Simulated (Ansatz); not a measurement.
# The Mo atom under RPBE: one spin start

A free molybdenum atom, as needed for binding energies. It is solved at Γ with spin polarisation and no symmetry, from 8 unpaired electrons. The moment is free to change.

Program: Ansatz 0.2.0. Level of theory: DFT RPBE, plane waves (420 eV) with PAW, scalar-relativistic; the PAW data stem from PBE, with regenerated cores. These are calculated values, not measurements.

### 1 Starting point

The box measures 14.0 × 14.4 × 14.8 Å; its three sides differ, so that it imposes no cubic symmetry.

As a file:

```
CELL_PARAMETERS angstrom
14.00000 0.00000 0.00000
0.00000 14.40000 0.00000
0.00000 0.00000 14.80000
ATOMIC_POSITIONS crystal
Mo 0.50000 0.50000 0.50000
```

### 2 Start with 8 unpaired electrons

The input, input.yaml:

```yaml
crystal:
  lattice:
    - [14.0, 0.0, 0.0]
    - [0.0, 14.4, 0.0]
    - [0.0, 0.0, 14.8]
  atoms:
    - { symbol: Mo, position: [0.5, 0.5, 0.5], spin: 8.0 }
  symmetry: { detect: false, time_reversal: true }
hamiltonian:
  xc: rpbe
  pseudopotentials:
    kind: paw
    azcp:
      Mo: "pseudopotentials/Mo.paw.azcp"
basis:
  ecutwfc: 420
  fft_grid_basis: typed
kpoints:
  mp_grid: { grid: [1, 1, 1], shift: [0, 0, 0] }
magnetization:
  spin_polarized: true
scf:
  occupations: { method: fermi_dirac, width: 0.01 }
output:
  write_density: true
  write_potential: true
  elf: true
  volumetric_format: npy
```

Launch:

```console
> ansatz run input.yaml --threads 4 --pin off --max-ram 8192MiB --backend cpu --events-out ev --progress --plain --runs-dir out
```

Q: Predict the outcome of this session. Wanted: start 8: end moment; gap between levels; above bcc.

As calculated:

```
           quantity         value
start 8: end moment       6.00 μB
 gap between levels       2.73 eV
          above bcc  5.66 eV/atom
```

In words: The moment moves from 8 to 6.00 μB. It lies 5.66 eV above the element's usual form at the same level (bcc, from a run of its own). If this is the atom's lowest state, that is the cohesive energy, without zero-point motion.

These are semilocal Kohn-Sham gaps, which aren't the measured quantity. Such gaps usually fall short of the measured ones.
